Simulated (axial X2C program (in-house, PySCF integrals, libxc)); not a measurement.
**A two-component session on CaO: properties at the nuclei**

Aim: properties at the nuclei of CaO, with spin–orbit coupling in the Hamiltonian from the start.

The runs use an in-house X2C program for linear molecules on PySCF integrals; two-component X2C with atomic mean-field terms, Ca dyall-cv3z, O dyall-av3z.

All values are calculated.

## (1) The job

task.json reads:

```json
{
 "zs": [
  20,
  8
 ],
 "q": 0,
 "bas": [
  "dyall-cv3z",
  "dyall-av3z"
 ],
 "r0": 2.04,
 "levels": [
  "PBE0",
  "HF",
  "TPSSh",
  "r2SCAN",
  "PBE"
 ],
 "nst": 3
}
```

Keys: zs atomic numbers; q charge; bas basis sets; r0 starting distance in Å; levels methods (HF also brings MP2); nst determinants followed.

Command:

```sh
$ python soeom.py task.json out
```

The runs that follow: Expectation values, lowest determinant; Expectation values, a higher determinant; Expectation values, a higher determinant.

Q: Predict the outcome of this session. Wanted: lowest determinant; qzz Ca; qzz O; μ; higher determinant; Eeff magnitude; Ws magnitude Ca; A∥/gI Ca (for each run or level that gives them).

As calculated:

```
                                        quantity                                           value
                              lowest determinant                            Ω = 0 (closed shell)
                             qzz Ca (a.u.), PBE0                                           -0.49
                              qzz O (a.u.), PBE0                                           -0.19
                                     μ (D), PBE0                                           -8.92
                              higher determinant       Ω = 1 (excess of +ω over −ω: 2 × ω = 1/2)
Eeff magnitude (GV/cm), PBE0, higher determinant                                          0.0104
 Ws magnitude Ca (kHz), PBE0, higher determinant                                         0.00215
        A∥/gI Ca (MHz), PBE0, higher determinant                                             720
         qzz Ca (a.u.), PBE0, higher determinant                                           -0.69
                              higher determinant  Ω = 2 (excess of +ω over −ω: ω = 1/2, ω = 3/2)
Eeff magnitude (GV/cm), PBE0, higher determinant                                           0.241
 Ws magnitude Ca (kHz), PBE0, higher determinant                                          0.0445
        A∥/gI Ca (MHz), PBE0, higher determinant                                             258
         qzz Ca (a.u.), PBE0, higher determinant                                           -1.34
```

In words: The expectation values come from single determinants, which for open shells can mix terms of unlike spin or miss the lowest Ω, so a determinant need not be a state. Eeff is the effective electric field on the electron dipole moment in this Ω state and Ws the scalar–pseudoscalar constant (defined with the proton number Z and per Ω); A∥ is the parallel hyperfine constant, which follows by multiplying with the nuclear g factor gI = μI/(I μN); qzz is the electric field gradient, eQq0 = 234.96 MHz × Q/barn × qzz; μ is positive if O is the positive end. The operators were transformed with the bare-nucleus X2C matrices.
